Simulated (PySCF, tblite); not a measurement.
# C₆H₁₁BBrF: geometry, infrared bands and NMR shifts

Aim: predict the infrared bands and NMR shifts of C₆H₁₁BBrF (`C[C@H]1C[C@@](BBr)(CF)C1`).

Programs: tblite 0.8.0 and PySCF 2.14.0, with density-fitted response routines of our own. Each step states its level of theory. These are calculated values for one molecule in the gas phase, unless marked as measured. Atoms are numbered from 0 throughout.

### Step 1. The starting structure

20 atoms, charge 0, multiplicity 1; geometry from: force field or distance geometry start.

Bonds of the start (Å): C0–C1 1.52, C1–C2 1.53, C2–C3 1.51, C3–B4 1.57, B4–Br5 2.02, C3–C6 1.51, C6–F7 1.38, C3–C8 1.54, C8–C1 1.52, C0–H9 1.10, C0–H10 1.11, C0–H11 1.12, C1–H12 1.09, C2–H13 1.10, C2–H14 1.10, B4–H15 1.17, C6–H16 1.10, C6–H17 1.13, C8–H18 1.10, C8–H19 1.10.

### Step 2. Relaxing the molecule with GFN2-xTB

What the job is given:

```
{"job": {"kind": "relax", "xc": "GFN2-xTB", "basis": "xTB"}, "charge": 0, "multiplicity": 1}
C      2.515900     0.295300    -0.006500
C      1.077400     0.412900    -0.495900
C      0.429000    -0.968600    -0.415300
C     -0.842300    -0.230600    -0.090200
B     -1.600900     0.477500    -1.264200
Br    -2.783800     2.014200    -0.704000
C     -1.743600    -0.851100     0.952500
F     -2.824100    -0.000700     1.094600
C      0.079000     0.790700     0.591900
H      3.124400     0.091900    -0.904400
H      2.766200     1.274100     0.444200
H      2.622600    -0.545100     0.732000
H      0.915200     0.918900    -1.444400
H      0.442300    -1.533600    -1.356700
H      0.801700    -1.504000     0.473400
H     -1.809900    -0.070700    -2.281200
H     -2.012000    -1.862900     0.618300
H     -1.223800    -0.947000     1.949600
H     -0.355100     1.800000     0.517100
H      0.416600     0.449500     1.586300
```

The run is started by

```console
> OMP_NUM_THREADS=1 python probes_run.py task.json out
```

The driver reads the jobs from task.json and runs them one after another.

**Question.** This job is followed by: GFN2-xTB harmonic vibrations, gas phase; GIAO PBE0/pcSseg-1 NMR shielding, non-relativistic, gas phase. Predict these results of the whole session: strongest single infrared mode (GFN2-xTB); zero-point energy (GFN2-xTB); ¹³C shifts against TMS (PBE0/pcSseg-1, means over atoms taken as alike); ¹H shifts against TMS (PBE0/pcSseg-1, means over atoms taken as alike); ¹¹B shifts against BF3·OEt2 (PBE0/pcSseg-1); ⁷⁹Br shifts against HBr (PBE0/pcSseg-1); ¹⁹F shifts against CFCl3 (PBE0/pcSseg-1).

The runs gave:

| quantity | value |
| --- | --- |
| strongest single infrared mode (GFN2-xTB) | 1073 cm⁻¹, 135 km/mol |
| zero-point energy (GFN2-xTB) | 100.6 kcal/mol |
| ¹³C shifts against TMS (PBE0/pcSseg-1, means over atoms taken as alike) | 97.1, 39.1, 36.0, 26.1, 25.8 ppm |
| ¹H shifts against TMS (PBE0/pcSseg-1, means over atoms taken as alike) | 7.98, 4.93, 2.57, 2.39, 1.30, 1.18 ppm |
| ¹¹B shifts against BF3·OEt2 (PBE0/pcSseg-1) | 82.4 ppm |
| ⁷⁹Br shifts against HBr (PBE0/pcSseg-1) | 502 ppm |
| ¹⁹F shifts against CFCl3 (PBE0/pcSseg-1) | -243.4 ppm |

The optimisation took 134 steps and gained 1.451 eV; among the close pairs (by a distance rule), B4–Br5 changed most, from 2.019 to 1.857 Å. No mode is imaginary among the 54: a minimum at this level. The strongest single mode, at 1073 cm⁻¹, moves mainly H15. GFN2-xTB is a fitted tight-binding method: band positions and strengths are rough. Its intensities can rank the bands wrongly. The most deshielded carbon is C6 (sp3 CH2 bonded to F), at 97.1 ppm: deshielded by the electronegative neighbour. At PBE0/pcSseg-1: The largest span, 1511 ppm, is at Br5, where the paramagnetic term is -1006 ppm. Spin-orbit coupling is left out, which matters for shieldings and couplings at and beside the heavy atoms.
